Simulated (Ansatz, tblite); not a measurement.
# Ge23H32 off sphere (Ge₂₃H₃₂): one state, many levels, part 2 of 2

Aim: run the singlet of Ge23H32 off sphere (Ge₂₃H₃₂) at one geometry on many levels, and compare frontier levels, spin and run time.

Ansatz 0.2.0, Gaussian basis; as each input shows. The steps go on from the part before.

## 11. MP2/def2-SVP

Input file in.yaml:

```yaml
crystal:
  periodic: [false, false, false]
  atoms:
    - {symbol: Ge, position_ang: [-4.520005, 1.745946, -0.628599]}
    - {symbol: Ge, position_ang: [-1.961889, -3.684485, 2.423435]}
    - {symbol: Ge, position_ang: [1.229750, -3.903050, -0.726571]}
    - {symbol: Ge, position_ang: [-1.646385, 1.814382, -3.514340]}
    - {symbol: Ge, position_ang: [1.138889, -1.037347, -3.483999]}
    - {symbol: Ge, position_ang: [-1.669289, -1.047584, -0.669846]}
    - {symbol: Ge, position_ang: [-1.630590, 1.684745, 2.237739]}
    - {symbol: Ge, position_ang: [1.200810, -1.068383, 2.130524]}
    - {symbol: Ge, position_ang: [1.195586, 1.796261, -0.660290]}
    - {symbol: Ge, position_ang: [4.019990, -1.149928, -0.765029]}
    - {symbol: Ge, position_ang: [3.875340, 2.025235, 2.407336]}
    - {symbol: Ge, position_ang: [-3.169162, -2.278812, 0.829240]}
    - {symbol: Ge, position_ang: [-3.052140, 0.418373, -2.074257]}
    - {symbol: Ge, position_ang: [-3.276860, 3.037754, 1.037040]}
    - {symbol: Ge, position_ang: [-0.251344, -2.480575, -2.064996]}
    - {symbol: Ge, position_ang: [-0.221625, -2.427345, 3.598841]}
    - {symbol: Ge, position_ang: [2.611885, -2.492125, 0.723491]}
    - {symbol: Ge, position_ang: [-0.270413, 0.357977, -4.920953]}
    - {symbol: Ge, position_ang: [-0.137766, 3.195924, -2.171381]}
    - {symbol: Ge, position_ang: [2.589142, 0.350807, -2.069007]}
    - {symbol: Ge, position_ang: [-0.225819, 0.359572, 0.729159]}
    - {symbol: Ge, position_ang: [2.544584, 0.359721, 3.605901]}
    - {symbol: Ge, position_ang: [2.504562, 3.262106, 0.804376]}
    - {symbol: H, position_ang: [-5.376375, 2.716391, -1.496804]}
    - {symbol: H, position_ang: [-5.499533, 0.784175, 0.106705]}
    - {symbol: H, position_ang: [-2.964097, -4.268192, 3.464719]}
    - {symbol: H, position_ang: [-1.323059, -4.880188, 1.664240]}
    - {symbol: H, position_ang: [2.161208, -4.699658, -1.691280]}
    - {symbol: H, position_ang: [0.414660, -4.932532, 0.107981]}
    - {symbol: H, position_ang: [-2.551783, 2.721802, -4.407714]}
    - {symbol: H, position_ang: [2.051861, -1.950945, -4.365103]}
    - {symbol: H, position_ang: [-2.373172, 0.699045, 3.188176]}
    - {symbol: H, position_ang: [-0.730475, 2.597334, 3.123093]}
    - {symbol: H, position_ang: [4.764592, -2.106223, -1.747866]}
    - {symbol: H, position_ang: [5.094097, -0.355383, 0.034020]}
    - {symbol: H, position_ang: [5.039296, 1.324243, 1.656264]}
    - {symbol: H, position_ang: [4.503462, 3.020925, 3.427354]}
    - {symbol: H, position_ang: [-4.176574, -3.129413, -0.000744]}
    - {symbol: H, position_ang: [-3.995100, -1.219142, 1.618848]}
    - {symbol: H, position_ang: [-3.944135, -0.479910, -2.991376]}
    - {symbol: H, position_ang: [-4.283416, 3.652454, 2.056333]}
    - {symbol: H, position_ang: [-2.542020, 4.214799, 0.335600]}
    - {symbol: H, position_ang: [-1.161318, -3.367905, -2.973847]}
    - {symbol: H, position_ang: [0.675843, -3.407932, 4.412847]}
    - {symbol: H, position_ang: [-0.904460, -1.466477, 4.617671]}
    - {symbol: H, position_ang: [3.507101, -3.387560, 1.638216]}
    - {symbol: H, position_ang: [-1.176062, -0.543196, -5.811093]}
    - {symbol: H, position_ang: [0.629680, 1.214241, -5.861071]}
    - {symbol: H, position_ang: [0.839016, 3.960970, -3.116616]}
    - {symbol: H, position_ang: [-0.932966, 4.256931, -1.355455]}
    - {symbol: H, position_ang: [3.468498, 1.255198, -2.991513]}
    - {symbol: H, position_ang: [1.559307, 1.104546, 4.555252]}
    - {symbol: H, position_ang: [3.467592, -0.527969, 4.493169]}
    - {symbol: H, position_ang: [1.491035, 4.148601, 1.588671]}
    - {symbol: H, position_ang: [3.390046, 4.211793, -0.056491]}
basis:
  gaussian: {orbitals: def2-SVP, initial_orbitals: start.molden}
correlation: {method: mp2}
scf: {omitted_lower_state_checks: [starts]}
output: {orbitals: {seedname: orbitals}}
```

Launch:

```bash
$ ansatz run in.yaml --threads 11 --pin off --events-out ev --progress --plain --max-ram 110592MiB --backend cuda --devices 0, --max-vram 75GiB
```

Output, shortened:

```text
Functional definition: HF
  name "HF"
  cite "Fock, Z. Phys. 61, 126 (1930) doi:10.1007/BF01340294"
  parent pbe
[...]
8900 factors; integrals over basis functions are off by at most 1.2e-3 eV
[...]
mean field -1299246.85558789 eV, -47746.4412817060 hartree, gradient 1.9e-6 eV, S^2 0.000000; 0 other end points of the search recorded, 0 dependent functions left out
207 core orbitals not correlated: weight in the atoms' cores, before any rotation towards them, 1.000 or more for the frozen orbitals, at most 0.000 for the correlated occupied ones
reference -1299246.85558789 eV, -47746.4412817060 hartree; 177, 177 occupied and 512, 512 virtual orbitals, 8900 factors
second order -145.51087300 eV of doubles, -0.00000000 eV of singles
Total energy: -1299392.36646089 eV, -47751.7887076579 hartree
Checks for a lower state left out: starts
```

It took 21 s on 1 × H100 with 11 threads of AMD EPYC 7R13, shared host; peak host memory 2.5 GiB.

From the report: Hartree-Fock HOMO -8.82 eV, LUMO 1.70 eV.

## 12. Comparison

```
              level  functions  HOMO (eV)  LUMO (eV)  gap (eV)   time
           HF/6-31G        731      -8.65       1.64     10.29    6 s
    PBE-D4/def2-SVP        896      -5.90      -1.92      3.98  4.9 s
   PBE-D4/def2-TZVP       1296      -5.94      -2.02      3.92  7.5 s
 r2SCAN-D4/def2-SVP        896      -6.15      -1.81      4.34  6.5 s
r2SCANh-D4/def2-SVP        896      -6.47      -1.57      4.90   10 s
     B3LYP-D4/6-31G        731      -6.54      -1.28      5.26  6.5 s
   PBE0-D4/def2-SVP        896      -6.81      -1.26      5.55   16 s
  PBE0-D4/def2-TZVP       1296      -6.81      -1.32      5.48   17 s
```

Energy pieces by basis (eV):

```
   basis             HF  MP2 correlation                total
def2-SVP  -1299246.8556        -145.5109  -1299392.3665 (MP2)
```

## 13. Binding energy

Free atoms were run apart at each level; binding is atoms less cluster, divided by the number of atoms, without zero-point or spin-orbit terms.

```
              level  binding an atom (eV)
           HF/6-31G                 1.902
        HF/def2-SVP                 2.043
    PBE-D4/def2-SVP                 2.916
   PBE-D4/def2-TZVP                 2.915
 r2SCAN-D4/def2-SVP                 2.944
r2SCANh-D4/def2-SVP                 2.936
     B3LYP-D4/6-31G                 2.848
   PBE0-D4/def2-SVP                 2.917
  PBE0-D4/def2-TZVP                 2.916
       MP2/def2-SVP                 2.738
```

## 14. What came out

The summary covers parts 1 to 2.

| quantity | value |
| --- | --- |
| gap in def2-SVP, named functionals, smallest and largest | 3.98 eV (PBE-D4), 5.55 eV (PBE0-D4) |
| correlation energy, MP2/def2-SVP | -145.51 eV |
| binding an atom, functionals in def2-SVP | 2.92 (PBE-D4) to 2.94 eV (r2SCAN-D4) |
| PBE0 total energy, smallest basis above largest | 163.37 eV (def2-SVP, def2-TZVP) |

In words: Orbital gaps of the named functionals in def2-SVP span 3.98 eV (PBE-D4) to 5.55 eV (PBE0-D4); exact exchange widens it.

The slowest run with a step of its own, MP2/def2-SVP, took 21 s; the quickest functional in def2-SVP took 4.9 s (shared host).
